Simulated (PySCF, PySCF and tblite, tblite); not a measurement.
# C₄H₆F₂O: a scan of pseudorotation, part 3 of 3

PySCF and tblite. Atoms count from 0. Earlier steps stand in the parts before.

## 15. Couplings, coordinate held at 71.9: B3LYP/pcJ-1+6-31G*

What the job is given:

```
{"job": {"kind": "j", "xc": "B3LYP", "basis": {"default": "6-31G*", "H": "pcJ-1", "F": "pcJ-1"}, "nuclei": ["H", "F"], "every": 4, "pop": false}, "charge": 0, "multiplicity": 1}
F     -2.142542    -0.511681    -0.287418
C     -0.980189    -0.153952     0.321312
F     -1.349121     0.214963     1.577717
C     -0.259643     0.972408    -0.414846
C      1.221180     0.590163    -0.300197
O      1.302046    -0.720184     0.250052
C      0.028765    -1.304194     0.339828
H     -0.480865     1.933823     0.043566
H     -0.601367     0.982345    -1.449112
H      1.766094     1.259219     0.372409
H      1.714969     0.597237    -1.278249
H     -0.174113    -1.959444    -0.519736
H     -0.027461    -1.884114     1.263668
```

Standard output:

```text
coarse grid: 11328 points
cycle   1  E = -430.8207136678  dE =  1.007e+00  |g| = 9.050e-01  |ddm| = 3.126e+00
cycle   2  E = -430.6261094311  dE =  1.946e-01  |g| = 1.426e+00  |ddm| = 1.528e+00
cycle   3  E = -430.9588479327  dE = -3.327e-01  |g| = 9.243e-02  |ddm| = 1.007e+00
cycle   4  E = -430.9602931675  dE = -1.445e-03  |g| = 4.784e-02  |ddm| = 1.032e-01
cycle   5  E = -430.9607817536  dE = -4.886e-04  |g| = 7.934e-03  |ddm| = 3.821e-02
cycle   6  E = -430.9607904322  dE = -8.679e-06  |g| = 3.873e-03  |ddm| = 7.379e-03
cycle   7  E = -430.9607931536  dE = -2.721e-06  |g| = 4.212e-04  |ddm| = 2.940e-03
final grid: 111480 points
cycle   8  E = -430.9400654348  dE = -9.689e-05  |g| = 8.193e-03  |ddm| = 2.102e-02
cycle   9  E = -430.9400516958  dE =  1.374e-05  |g| = 1.226e-02  |ddm| = 1.305e-02
cycle  10  E = -430.9400781266  dE = -2.643e-05  |g| = 8.168e-04  |ddm| = 7.561e-03
cycle  11  E = -430.9400782379  dE = -1.113e-07  |g| = 3.219e-04  |ddm| = 8.785e-04
cycle  12  E = -430.9400782595  dE = -2.151e-08  |g| = 7.051e-05  |ddm| = 3.052e-04
cycle  13  E = -430.9400782602  dE = -7.836e-10  |g| = 2.783e-05  |ddm| = 6.680e-05
converged SCF energy = -430.9400782602

Indirect spin-spin couplings (Hz)
  i      j    bonds     total        FC       PSO       DSO        SD
  0 F    2 F    2    214.445    62.198    74.753    -0.302    77.795
  0 F    7 H    3     -0.955    -0.488     0.512    -0.944    -0.035
  0 F    8 H    3     15.174    15.171     0.135     0.724    -0.856
  0 F    9 H    4      0.211     0.903     0.849    -1.588     0.046
  0 F   10 H    4     -0.426    -0.274     1.121    -1.046    -0.227
  0 F   11 H    3      8.199     8.251     0.018     0.725    -0.795
  0 F   12 H    3     -0.286     0.386     0.275    -0.835    -0.111
  2 F    7 H    3     20.866    21.374    -0.444     0.684    -0.749
  2 F    8 H    3     18.927    20.211     0.618    -1.739    -0.163
  2 F   10 H    4      0.802     1.029     1.432    -1.619    -0.040
  2 F   11 H    3     24.616    25.817     0.725    -1.780    -0.146
  2 F   12 H    3     16.784    16.825    -0.090     0.626    -0.578
  7 H    8 H    2    -15.217   -14.897     1.591    -1.911         -
  7 H    9 H    3     10.766    10.547    -0.395     0.613         -
  7 H   10 H    3      3.247     3.825     1.114    -1.693         -
  7 H   11 H    4     -0.381     0.263     1.407    -2.051         -
  7 H   12 H    4      1.021     1.572     1.269    -1.820         -
  8 H    9 H    3      8.315     9.064     1.403    -2.152         -
  8 H   10 H    3     12.929    12.706    -0.422     0.645         -
  8 H   11 H    4      1.096     1.091    -0.126     0.130         -
  8 H   12 H    4     -0.519     0.148     1.415    -2.082         -
  9 H   10 H    2     -9.205    -8.782     1.679    -2.103         -
  9 H   11 H    4     -0.575     0.158     1.535    -2.268         -
  9 H   12 H    4     -1.390    -0.883     1.001    -1.508         -
 10 H   11 H    4     -0.311    -0.110     0.252    -0.454         -
 10 H   12 H    4     -1.085    -0.368     1.523    -2.240         -
 11 H   12 H    2    -11.281   -10.906     1.403    -1.778         -
```

Run time: 23 s. Hardware: 1 thread of Arm Neoverse V1, shared host; peak memory 0.87 GiB.

This run: HOMO -7.14 eV, LUMO 1.09 eV; dipole 1.81 D.

## 16. Couplings, coordinate held at 144.2: B3LYP/pcJ-1+6-31G*

What the job is given:

```
{"job": {"kind": "j", "xc": "B3LYP", "basis": {"default": "6-31G*", "H": "pcJ-1", "F": "pcJ-1"}, "nuclei": ["H", "F"], "every": 4, "pop": false}, "charge": 0, "multiplicity": 1}
F     -2.175642    -0.468502    -0.180832
C     -0.959051    -0.134825     0.323877
F     -1.213933     0.266724     1.600354
C     -0.264874     0.957293    -0.482050
C      1.202306     0.591646    -0.266633
O      1.245200    -0.824352    -0.209904
C      0.022683    -1.314659     0.296322
H     -0.521668     1.951012    -0.123836
H     -0.555593     0.849363    -1.526919
H      1.565780     1.016767     0.679835
H      1.856488     0.907347    -1.079474
H     -0.348921    -2.105883    -0.361233
H      0.154631    -1.714827     1.308861
```

Standard output:

```text
coarse grid: 11328 points
cycle   1  E = -430.8229326350  dE =  1.012e+00  |g| = 9.033e-01  |ddm| = 3.127e+00
cycle   2  E = -430.6293435100  dE =  1.936e-01  |g| = 1.423e+00  |ddm| = 1.568e+00
cycle   3  E = -430.9604673155  dE = -3.311e-01  |g| = 9.227e-02  |ddm| = 1.042e+00
cycle   4  E = -430.9619267745  dE = -1.459e-03  |g| = 4.718e-02  |ddm| = 1.039e-01
cycle   5  E = -430.9624112714  dE = -4.845e-04  |g| = 7.432e-03  |ddm| = 3.860e-02
cycle   6  E = -430.9624191186  dE = -7.847e-06  |g| = 3.706e-03  |ddm| = 7.173e-03
cycle   7  E = -430.9624216925  dE = -2.574e-06  |g| = 4.204e-04  |ddm| = 2.967e-03
final grid: 111480 points
cycle   8  E = -430.9422726815  dE = -9.869e-05  |g| = 8.387e-03  |ddm| = 2.046e-02
cycle   9  E = -430.9422576530  dE =  1.503e-05  |g| = 1.271e-02  |ddm| = 1.331e-02
cycle  10  E = -430.9422858700  dE = -2.822e-05  |g| = 8.070e-04  |ddm| = 7.816e-03
cycle  11  E = -430.9422859804  dE = -1.104e-07  |g| = 3.347e-04  |ddm| = 9.113e-04
cycle  12  E = -430.9422860041  dE = -2.369e-08  |g| = 7.555e-05  |ddm| = 3.335e-04
cycle  13  E = -430.9422860050  dE = -9.027e-10  |g| = 2.834e-05  |ddm| = 6.932e-05
converged SCF energy = -430.9422860050

Indirect spin-spin couplings (Hz)
  i      j    bonds     total        FC       PSO       DSO        SD
  0 F    2 F    2    215.072    62.139    75.235    -0.298    77.996
  0 F    7 H    3     -1.955    -1.639     0.479    -0.783    -0.012
  0 F    8 H    3     12.544    11.978     0.700     0.611    -0.744
  0 F    9 H    4     -1.406    -0.566     0.731    -1.545    -0.025
  0 F   10 H    4      0.648     1.001     1.080    -1.381    -0.052
  0 F   11 H    3     11.121    11.408    -0.287     0.733    -0.733
  0 F   12 H    3      3.778     4.491     0.446    -1.077    -0.083
  2 F    7 H    3     15.951    16.291    -0.275     0.542    -0.607
  2 F    8 H    3     21.140    22.811     0.346    -1.856    -0.160
  2 F    9 H    4      1.178     0.452     0.248     0.536    -0.058
  2 F   10 H    4     -0.244    -0.043     1.454    -1.534    -0.121
  2 F   11 H    3     20.773    21.690     0.825    -1.606    -0.135
  2 F   12 H    3     23.031    23.338    -0.380     0.849    -0.777
  7 H    8 H    2    -13.784   -13.433     1.629    -1.979         -
  7 H    9 H    3      5.845     5.701    -0.225     0.368         -
  7 H   10 H    3      0.158     0.539     0.761    -1.142         -
  7 H   11 H    4     -1.051    -0.398     1.438    -2.091         -
  8 H    9 H    3     12.912    13.794     1.651    -2.534         -
  8 H   10 H    3      9.498     9.424    -0.114     0.187         -
  8 H   11 H    4      0.932     0.993     0.009    -0.071         -
  8 H   12 H    4     -0.410     0.261     1.430    -2.101         -
  9 H   10 H    2     -9.265    -8.825     1.653    -2.093         -
  9 H   11 H    4     -0.840    -0.102     1.524    -2.263         -
 10 H   11 H    4     -1.183    -0.627     1.124    -1.680         -
 10 H   12 H    4     -1.481    -0.769     1.490    -2.202         -
 11 H   12 H    2    -12.061   -11.700     1.409    -1.771         -
```

It took 23 s on 1 thread of Arm Neoverse V1, shared host; peak memory 0.84 GiB.

This run: HOMO -7.23 eV, LUMO 1.21 eV; dipole 1.55 D.

## 17. Couplings, coordinate held at 215.8: B3LYP/pcJ-1+6-31G*

What the job is given:

```
{"job": {"kind": "j", "xc": "B3LYP", "basis": {"default": "6-31G*", "H": "pcJ-1", "F": "pcJ-1"}, "nuclei": ["H", "F"], "every": 4, "pop": false}, "charge": 0, "multiplicity": 1}
F     -1.897966    -0.604175    -0.792577
C     -1.025621    -0.194913     0.165748
F     -1.802497     0.049914     1.256436
C     -0.229766     1.035965    -0.271170
C      1.202446     0.499490    -0.440726
O      1.137090    -0.913735    -0.347999
C      0.043003    -1.255602     0.458322
H     -0.298088     1.806692     0.493523
H     -0.637644     1.422385    -1.203678
H      1.856995     0.891924     0.349228
H      1.636178     0.736244    -1.412408
H     -0.284268    -2.260652     0.191205
H      0.289704    -1.212124     1.529572
```

Standard output:

```text
coarse grid: 11328 points
cycle   1  E = -430.8224171892  dE =  1.009e+00  |g| = 9.018e-01  |ddm| = 3.132e+00
cycle   2  E = -430.6282791352  dE =  1.941e-01  |g| = 1.423e+00  |ddm| = 1.489e+00
cycle   3  E = -430.9594851956  dE = -3.312e-01  |g| = 9.465e-02  |ddm| = 9.802e-01
cycle   4  E = -430.9609961055  dE = -1.511e-03  |g| = 4.899e-02  |ddm| = 1.045e-01
cycle   5  E = -430.9614975898  dE = -5.015e-04  |g| = 8.532e-03  |ddm| = 3.824e-02
cycle   6  E = -430.9615074669  dE = -9.877e-06  |g| = 4.125e-03  |ddm| = 7.922e-03
cycle   7  E = -430.9615105806  dE = -3.114e-06  |g| = 4.267e-04  |ddm| = 3.146e-03
final grid: 111480 points
cycle   8  E = -430.9412376768  dE = -9.665e-05  |g| = 7.998e-03  |ddm| = 2.020e-02
cycle   9  E = -430.9412244086  dE =  1.327e-05  |g| = 1.198e-02  |ddm| = 1.280e-02
cycle  10  E = -430.9412499966  dE = -2.559e-05  |g| = 8.335e-04  |ddm| = 7.393e-03
cycle  11  E = -430.9412501127  dE = -1.161e-07  |g| = 3.211e-04  |ddm| = 8.916e-04
cycle  12  E = -430.9412501338  dE = -2.111e-08  |g| = 7.669e-05  |ddm| = 3.104e-04
cycle  13  E = -430.9412501347  dE = -9.289e-10  |g| = 2.907e-05  |ddm| = 7.064e-05
converged SCF energy = -430.9412501347

Indirect spin-spin couplings (Hz)
  i      j    bonds     total        FC       PSO       DSO        SD
  0 F    2 F    2    212.608    61.725    73.627    -0.303    77.559
  0 F    7 H    3     12.691    13.613     0.770    -1.569    -0.123
  0 F    8 H    3     24.079    24.708    -0.563     0.812    -0.878
  0 F    9 H    4      1.489     1.848     1.267    -1.635     0.010
  0 F   10 H    4     -0.438    -0.511     1.006    -0.729    -0.203
  0 F   11 H    3     14.272    14.281    -0.069     0.593    -0.533
  0 F   12 H    3     22.453    23.740     0.633    -1.787    -0.133
  2 F    7 H    3     17.300    17.663    -0.286     0.753    -0.830
  2 F    8 H    3      2.196     2.824     0.608    -1.180    -0.055
  2 F    9 H    4     -0.372    -0.586     1.171    -0.697    -0.259
  2 F   10 H    4      1.026     1.561     0.986    -1.609     0.089
  2 F   11 H    3     -0.419     0.214     0.307    -0.828    -0.112
  2 F   12 H    3      7.933     7.861     0.125     0.732    -0.785
  7 H    8 H    2    -15.438   -15.117     1.587    -1.908         -
  7 H    9 H    3     11.205    10.949    -0.455     0.711         -
  7 H   10 H    3      3.476     4.085     1.156    -1.765         -
  7 H   11 H    4     -0.911    -0.236     1.453    -2.128         -
  7 H   12 H    4      0.429     0.518     0.112    -0.200         -
  8 H    9 H    3      7.324     8.045     1.369    -2.090         -
  8 H   10 H    3     11.505    11.305    -0.360     0.560         -
  8 H   11 H    4      1.123     1.650     1.183    -1.709         -
  8 H   12 H    4     -0.276     0.380     1.427    -2.083         -
  9 H   10 H    2     -9.598    -9.162     1.690    -2.126         -
  9 H   11 H    4     -1.436    -0.727     1.439    -2.148         -
  9 H   12 H    4      0.403     0.313    -0.375     0.465         -
 10 H   11 H    4     -0.923    -0.305     1.310    -1.928         -
 10 H   12 H    4     -1.408    -0.685     1.456    -2.179         -
 11 H   12 H    2    -11.244   -10.854     1.418    -1.808         -
```

Run time: 23 s. Hardware: 1 thread of Arm Neoverse V1, shared host; peak memory 0.84 GiB.

This run: HOMO -7.29 eV, LUMO 1.12 eV; dipole 1.90 D.

## 18. Couplings, coordinate held at 288.1: B3LYP/pcJ-1+6-31G*

What the job is given:

```
{"job": {"kind": "j", "xc": "B3LYP", "basis": {"default": "6-31G*", "H": "pcJ-1", "F": "pcJ-1"}, "nuclei": ["H", "F"], "every": 4, "pop": false}, "charge": 0, "multiplicity": 1}
F     -1.725464    -0.610265    -0.962898
C     -1.009243    -0.201082     0.120294
F     -1.939523    -0.000041     1.091108
C     -0.198742     1.055925    -0.177520
C      1.189178     0.501167    -0.500874
O      1.275517    -0.811003     0.042639
C      0.030238    -1.244994     0.533915
H     -0.192321     1.676547     0.718378
H     -0.630844     1.616785    -1.003051
H      1.991869     1.103744    -0.067565
H      1.343606     0.435491    -1.584751
H     -0.208044    -2.225831     0.111053
H      0.054952    -1.317409     1.629117
```

Standard output:

```text
coarse grid: 11328 points
cycle   1  E = -430.8212228301  dE =  1.007e+00  |g| = 9.063e-01  |ddm| = 3.126e+00
cycle   2  E = -430.6270477375  dE =  1.942e-01  |g| = 1.427e+00  |ddm| = 1.548e+00
cycle   3  E = -430.9597524244  dE = -3.327e-01  |g| = 9.104e-02  |ddm| = 1.023e+00
cycle   4  E = -430.9611650197  dE = -1.413e-03  |g| = 4.694e-02  |ddm| = 1.025e-01
cycle   5  E = -430.9616448976  dE = -4.799e-04  |g| = 7.412e-03  |ddm| = 3.816e-02
cycle   6  E = -430.9616527023  dE = -7.805e-06  |g| = 3.641e-03  |ddm| = 6.989e-03
cycle   7  E = -430.9616551233  dE = -2.421e-06  |g| = 4.210e-04  |ddm| = 2.804e-03
final grid: 111480 points
cycle   8  E = -430.9403028274  dE = -9.613e-05  |g| = 7.917e-03  |ddm| = 2.030e-02
cycle   9  E = -430.9402897999  dE =  1.303e-05  |g| = 1.182e-02  |ddm| = 1.266e-02
cycle  10  E = -430.9403149015  dE = -2.510e-05  |g| = 8.554e-04  |ddm| = 7.425e-03
cycle  11  E = -430.9403150248  dE = -1.233e-07  |g| = 3.009e-04  |ddm| = 8.942e-04
cycle  12  E = -430.9403150433  dE = -1.857e-08  |g| = 7.338e-05  |ddm| = 2.893e-04
cycle  13  E = -430.9403150442  dE = -8.760e-10  |g| = 2.362e-05  |ddm| = 6.666e-05
converged SCF energy = -430.9403150442

Indirect spin-spin couplings (Hz)
  i      j    bonds     total        FC       PSO       DSO        SD
  0 F    2 F    2    216.213    62.874    75.488    -0.300    78.151
  0 F    7 H    3     20.294    21.758     0.500    -1.792    -0.172
  0 F    8 H    3     18.626    19.064    -0.370     0.622    -0.689
  0 F    9 H    4      0.253     0.461     1.456    -1.590    -0.074
  0 F   10 H    4      0.343    -0.128     0.475     0.085    -0.089
  0 F   11 H    3     20.227    20.419    -0.245     0.732    -0.679
  0 F   12 H    3     24.311    25.392     0.783    -1.713    -0.152
  2 F    7 H    3     14.414    14.209     0.343     0.695    -0.833
  2 F    8 H    3     -1.569    -1.154     0.481    -0.866    -0.029
  2 F   10 H    4     -0.469     0.295     0.797    -1.568     0.007
  2 F   11 H    3      1.175     1.868     0.342    -0.929    -0.106
  2 F   12 H    3      9.828    10.034    -0.165     0.741    -0.782
  7 H    8 H    2    -14.794   -14.465     1.600    -1.928         -
  7 H    9 H    3     12.224    12.059    -0.311     0.475         -
  7 H   10 H    3     11.147    11.962     1.526    -2.341         -
  7 H   11 H    4     -0.360     0.309     1.418    -2.086         -
  7 H   12 H    4      1.209     1.225    -0.089     0.073         -
  8 H    9 H    3      1.405     1.896     0.956    -1.447         -
  8 H   10 H    3      9.096     8.887    -0.366     0.575         -
  8 H   11 H    4      0.661     1.201     1.256    -1.796         -
  8 H   12 H    4     -0.695    -0.048     1.417    -2.063         -
  9 H   10 H    2     -9.109    -8.685     1.667    -2.091         -
  9 H   11 H    4     -1.043    -0.324     1.547    -2.266         -
  9 H   12 H    4     -1.101    -0.721     0.669    -1.049         -
 10 H   11 H    4     -1.009    -0.635     0.657    -1.030         -
 10 H   12 H    4     -0.205     0.530     1.556    -2.291         -
 11 H   12 H    2    -11.566   -11.203     1.398    -1.761         -
```

It took 23 s on 1 thread of Arm Neoverse V1, shared host; peak memory 0.84 GiB.

Key values: HOMO -7.11 eV, LUMO 1.12 eV; dipole 1.69 D.

## 19. The scan in numbers

What the job is given:

```
{"job": {"smiles": "FC1(F)CCOC1", "charge": 0, "mult": 1, "motion": "pseudorotation", "what": "5-membered ring", "atoms": [1, 3, 4, 5, 6], "ring": [1, 3, 4, 5, 6], "study": "scan", "drives": [{"terms": [["phase", [1, 3, 4, 5, 6], 1]], "values": [0, 18, 36, 54, 72, 90, 108, 126, 144, 162, 180, 198, 216, 234, 252, 270, 288, 306, 324, 342], "periodic": true}], "seed": 445, "jobs": [{"kind": "nmr", "xc": "BHandHLYP", "basis": "pcSseg-1", "every": 2}, {"kind": "j", "xc": "B3LYP", "basis": {"default": "6-31G*", "H": "pcJ-1", "F": "pcJ-1"}, "nuclei": ["H", "F"], "every": 4}], "xc": "BHandHLYP", "basis": "pcSseg-1", "kind": "scan"}, "charge": 0, "multiplicity": 1}
F     -1.850103    -0.627965    -0.775274
C     -1.003594    -0.192385     0.199308
F     -1.805338     0.024366     1.274988
C     -0.241292     1.065609    -0.218978
C      1.175416     0.523902    -0.439281
O      1.310809    -0.543241     0.477434
C      0.089794    -1.237889     0.489290
H     -0.268871     1.777690     0.605059
H     -0.676411     1.515406    -1.107888
H      1.959886     1.246789    -0.220723
H      1.288795     0.157193    -1.469553
H      0.055996    -2.004068    -0.298210
H     -0.039476    -1.704921     1.466101
```

Standard output:

```text
coordinate    xTB      DFT (kcal/mol)
     0.00    0.000    0.000
    17.80    0.291        -
    35.80    0.903    0.875
    53.90    1.466        -
    71.90    1.781    1.740
    90.00    1.851        -
   108.10    1.720    1.592
   126.10    1.299        -
   144.20    0.734    0.290
   162.10    0.203        -
   180.00    0.000    0.009
   197.80    0.291        -
   215.80    0.904    0.909
   233.90    1.466        -
   251.90    1.780    1.724
   270.00    1.850        -
   288.10    1.719    1.587
   306.10    1.298        -
   324.20    0.734    0.294
   342.10    0.202        -
```

It took 4 min on 1 thread of Arm Neoverse V1, shared host; peak memory 0.87 GiB. This counts the whole study up to here.

Shieldings (ppm) of atoms that vary much, hydrogens weighed ten times:

```csv
coordinate (°),DFT energy (kcal/mol),O5,F2,F0,H11,H12
0.0,0.00,292.1,300.7,301.0,28.02,27.53
35.8,0.88,300.9,297.3,310.9,28.15,27.60
71.9,1.74,314.6,299.8,312.2,27.90,27.54
108.1,1.59,317.3,299.2,311.0,27.73,27.52
144.2,0.29,307.3,299.9,311.8,27.65,27.66
180.0,0.01,292.2,300.8,300.8,27.52,28.02
215.8,0.91,301.0,310.6,297.4,27.60,28.15
251.9,1.72,314.6,312.3,299.9,27.54,27.90
288.1,1.59,317.3,311.0,299.2,27.52,27.72
324.2,0.29,307.3,311.7,299.8,27.66,27.65
```

Couplings (Hz) that vary most:

```csv
coordinate (°),F2–H11,F0–H12,F2–H8,F0–H7,F2–H12,H8–H9
0.0,15.1,5.9,1.0,13.7,14.0,0.4
71.9,24.6,-0.3,18.9,-1.0,16.8,8.3
144.2,20.8,3.8,21.1,-2.0,23.0,12.9
215.8,-0.4,22.5,2.2,12.7,7.9,7.3
288.1,1.2,24.3,-1.6,20.3,9.8,1.4
```

## 20. Results

The summary covers parts 1 to 3.

| quantity | value |
| --- | --- |
| energy range along the scan | DFT 1.74, xTB 1.85 kcal/mol |
| range of σ(O5) | 292.1 to 317.3 ppm |

In words: The coupling F2–H11 swings from -0.4 to 24.6 Hz along the coordinate. The DFT energy changes by 1.74 kcal/mol over the points computed, against kT of 0.59 kcal/mol at 298 K.
